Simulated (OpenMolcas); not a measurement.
# C2H9NSi (SMILES CN(C)[SiH3]) at 6 levels

We compute a comparison of 6 runs (HF/3-21G, HF/6-31G*, B2PLYP/6-31G*, PBE/6-31G*, TPSS/6-31G*, CCSD(T)/6-31G*) of C2H9NSi. 

The results are computed with OpenMolcas 26.06.

### 1 The system as given

C2H9NSi: 13 atoms, total charge 0, spin state singlet. SMILES: `CN(C)[SiH3]`. The C3–H9 distance was set to 1.651 Å, away from the relaxed value. At this shape a bond of the SMILES string is far longer than usual.

Bond lengths: C1–N2 1.442 Å, N2–C3 1.442 Å, N2–Si4 1.717 Å, C1–H5 1.101 Å, C1–H6 1.097 Å, C1–H7 1.092 Å, C3–H8 1.097 Å, C3–H10 1.092 Å, Si4–H11 1.497 Å, Si4–H12 1.487 Å, Si4–H13 1.487 Å. Some angles: C1–N2–C3 113.7°, C1–N2–Si4 120.9°, C3–N2–Si4 120.9°, N2–C1–H5 112.8°, N2–C1–H6 110.4°, N2–C1–H7 110.5°, N2–C3–H8 110.4°, N2–C3–H10 110.5°, N2–Si4–H11 115.3°, N2–Si4–H12 107.9°. A long bond or contact: C3–H9 1.651 Å.

### 2 The energy at HF/3-21G (run 1)

Input file calc.inp:

```
>>> EXPORT MOLCAS_PRINT=2

&gateway
 baslib = $CurrDir
 coord
 13
 angstrom
 C       -1.159777       0.950758      -0.121384
 N       -0.370677       0.000658       0.622916
 C        0.950923       0.476058       0.949716
 Si      -0.710777      -1.681142       0.547916
 H       -0.722477       1.191758      -1.102484
 H       -1.253877       1.890758       0.436616
 H       -2.167077       0.562958      -0.289384
 H        0.891023       1.408358       1.525016
 H        1.870100       0.778300      -0.388400
 H        1.480723      -0.257442       1.561716
 H       -0.237677      -2.376042      -0.691084
 H       -2.186077      -1.853042       0.613016
 H       -0.040777      -2.335442       1.702716
 basis = 3-21G
 group = NoSym

&seward

&scf
 thresholds = 1e-10 1e-07 1e-07 1e-05
 prorbitals = 1 2
```

The basis set 3-21G is read from a file made from the Basis Set Exchange's data (not shown).

On the command line:

```console
$ export MOLCAS_MEM=1860
$ pymolcas calc.inp > calc.log
```

The program printed:

```text
--- Start Module: gateway ---
[...]
--- Stop Module: gateway /rc=_RC_ALL_IS_WELL_ ---
--- Start Module: seward ---
[...]
      Basis functions           58
--- Stop Module: seward /rc=_RC_ALL_IS_WELL_ ---
--- Start Module: scf ---
[...]
       Convergence after  12 Iterations
[...]
::    Total SCF energy                               -421.9882723308
[...]
      Total spin, S                                     0.0000000000
[...]
      Total electronic charge=   42.000000
      Total            charge=   -0.000000
[...]
      Dipole Moment (debye):
      Origin of the operator (angstrom)=   -0.3993   -0.4117    0.4981
                   X= -4.9590E-01               Y=  4.4628E-01               Z=  2.7488E-01           Total=  7.2155E-01
      Quadrupole Moment (debye*angstrom):
[...]
--- Stop Module: scf /rc=_RC_ALL_IS_WELL_ ---
[...]
```

Run time: 1.9 s. Hardware: 1 thread of Intel Xeon 6975P-C (Granite Rapids), shared host; peak memory 0.39 GiB.

### 3 The energy at HF/6-31G(d) (spherical functions) (run 2)

Input file run.inp:

```
* C2H9NSi Hartree-Fock
&GATEWAY
BasLib=$CurrDir
Coord
13
bohr
C     -2.19166090     1.79667223    -0.22938252
N     -0.70047801     0.00124344     1.17714064
C      1.79698404     0.89961924     1.79470314
Si    -1.34317387    -3.17689796     1.03541118
H     -1.36528366     2.25209623    -2.08339282
H     -2.36948412     3.57301479     0.82508466
H     -4.09518202     1.06383644    -0.54685650
H      1.68378944     2.66141091     2.88186258
H      3.53397683     1.47077384    -0.73396963
H      2.79816094    -0.48649487     2.95121552
H     -0.44914444    -4.49006864    -1.30595949
H     -4.13108682    -3.50174188     1.15843235
H     -0.07705736    -4.41334576     3.21766691
Basis=6-31Gs
Group=NoSym
&SEWARD
&SCF
Thresholds=1e-10 1e-07 1e-07 1e-05
PrOrbitals=1 1
```

The basis set 6-31G* is read from a file made from the Basis Set Exchange's data (not shown).

On the command line:

```console
$ export MOLCAS_MEM=1860
$ pymolcas run.inp > run.log
```

The program printed:

```text
--- Start Module: gateway ---
[...]
--- Stop Module: gateway /rc=_RC_ALL_IS_WELL_ ---
--- Start Module: seward ---
[...]
      Basis functions           78
--- Stop Module: seward /rc=_RC_ALL_IS_WELL_ ---
[...]
--- Start Module: scf ---
[...]
       Convergence after  13 Iterations
[...]
::    Total SCF energy                               -424.2529939858
[...]
      Total spin, S                                     0.0000000000
[...]
      Total electronic charge=   42.000000
      Total            charge=   -0.000000
[...]
      Dipole Moment (debye):
      Origin of the operator (angstrom)=   -0.3993   -0.4117    0.4981
                   X= -5.9441E-01               Y=  4.7772E-01               Z=  4.3471E-01           Total=  8.7779E-01
      Quadrupole Moment (debye*angstrom):
[...]
--- Stop Module: scf /rc=_RC_ALL_IS_WELL_ ---
[...]
```

Wall time 3.9 s (1 thread of Intel Xeon 6975P-C (Granite Rapids), shared host); peak memory 0.44 GiB.

Runs 3 to 5 aren't shown in full; the table further down has their settings and results.

### 4 The energy at CCSD(T)/6-31G(d) (spherical functions) (run 6)

Input file run.input:

```
&GATEWAY
BASLIB=$CurrDir
COORD
13
angstrom
C       -1.159777       0.950758      -0.121384
N       -0.370677       0.000658       0.622916
C        0.950923       0.476058       0.949716
Si      -0.710777      -1.681142       0.547916
H       -0.722477       1.191758      -1.102484
H       -1.253877       1.890758       0.436616
H       -2.167077       0.562958      -0.289384
H        0.891023       1.408358       1.525016
H        1.870100       0.778300      -0.388400
H        1.480723      -0.257442       1.561716
H       -0.237677      -2.376042      -0.691084
H       -2.186077      -1.853042       0.613016
H       -0.040777      -2.335442       1.702716
BASIS=6-31Gs
GROUP=NoSym
&SEWARD
&SCF
THRESHOLDS=1e-10 1e-07 1e-07 1e-05
PRORBITALS=1
&RASSCF
FILEORB=$Project.ScfOrb
SPIN=1
NACTEL=0 0 0
INACTIVE=21
RAS2=0
OUTORBITALS=Canonical
ORBLISTING=Nothing
&MOTRA
JOBIPH
FROZEN=8
&CCSDT
CCT
TRIPLES=2
ITERATIONS=80
ACCURACY=1e-08
EXTRAPOLATION=5 4
```

The basis set 6-31G* is read from a file made from the Basis Set Exchange's data (not shown).

On the command line:

```console
$ export MOLCAS_MEM=1860
$ pymolcas run.input > run.log
```

The program printed:

```text
--- Start Module: gateway ---
[...]
--- Stop Module: gateway /rc=_RC_ALL_IS_WELL_ ---
[...]
      Basis functions           78
[...]
       Convergence after  13 Iterations
[...]
::    Total SCF energy                               -424.2529939859
[...]
      Total spin, S                                     0.0000000000
[...]
      Number of active orbitals                  0
[...]
      Spin quantum number                      0.0
[...]
      Active orbitals                            0
[...]
      Number of CSFs                             1
[...]
      Number of root(s) required                 1
[...]
      Convergence after  4 iterations
[...]
      Natural orbitals and occupation numbers for root  1
      ************************************************************************************************************************
      *                                                    Final results                                                     *
      ************************************************************************************************************************
[...]
::    RASSCF root number  1 Total energy:   -424.25299399
[...]
      Total electronic charge=   42.000000
      Total            charge=   -0.000000
[...]
      Dipole Moment (debye):
      Origin of the operator (angstrom)=   -0.3993   -0.4117    0.4981
                   X= -5.9441E-01               Y=  4.7772E-01               Z=  4.3471E-01           Total=  8.7779E-01
      Quadrupole Moment (debye*angstrom):
[...]
--- Start Module: motra ---
[...]
--- Stop Module: motra /rc=_RC_ALL_IS_WELL_ ---
--- Start Module: ccsdt ---
[...]
      Convergence after                    17  Iterations
      Total energy (diff) :    -424.82091882       0.00000000
[...]
 METHOD                       : CCSD+T(CCSD)+<T3(1)WT1> = CCSD(T)
[...]
       CCSD     =      -424.8209188214375
[...]
```

Wall time 31 s (1 thread of Intel Xeon 6975P-C (Granite Rapids), shared host); peak memory 0.44 GiB.

### 5 The series

```csv
run,level,frozen core orbitals,integration grid,energy (Eh),dipole moment (D) of the reference,HOMO energy (eV),LUMO energy (eV),wall time
1,HF/3-21G,–,–,-421.988272,0.72,-9.05,4.48,1.9 s
2,HF/6-31G* (spherical functions),–,–,-424.252994,0.88,-9.30,4.02,3.9 s
3,B2PLYP/6-31G* (spherical functions),8,UltraFine,-425.465670,0.86,-7.39,1.84,20 s
4,PBE/6-31G* (spherical functions),–,UltraFine,-425.435402,0.93,-5.07,-0.45,23 s
5,TPSS/6-31G* (spherical functions),–,UltraFine,-425.834409,0.99,-5.22,-0.31,34 s
6,CCSD(T)/6-31G* (spherical functions),8,–,-424.837891,0.88,-9.30,4.02,31 s
```

### 6 Results

```
                                          quantity          value
                               run 6: total energy  -424.83789 Eh
         run 6: dipole moment (mean-field density)         0.88 D
        run 6: HOMO energy (Hartree–Fock orbitals)       -9.30 eV
        run 6: LUMO energy (Hartree–Fock orbitals)        4.02 eV
      run 6: HOMO–LUMO gap (Hartree–Fock orbitals)       13.32 eV
run 6: correlation energy (8 core orbitals frozen)     -584.9 mEh
                             run 6: (T) correction     -16.97 mEh
```

**Reading.** Over runs 1, 2, 3, 4, 5 the dipole moment (its size) runs from 0.72 D (HF/3-21G) to 0.99 D (TPSS/6-31G*). The two ends differ in method and basis. Over runs 1, 2, 3, 4, 5 the HOMO–LUMO gap runs from 4.62 eV (PBE/6-31G*) to 13.54 eV (HF/3-21G). For B2PLYP the log adds the whole second-order term; the table takes 0.27 of it, as the functional is defined. Totals of different functionals can't be ranked against each other. All runs together took 1.9 min, the longest 34 s.
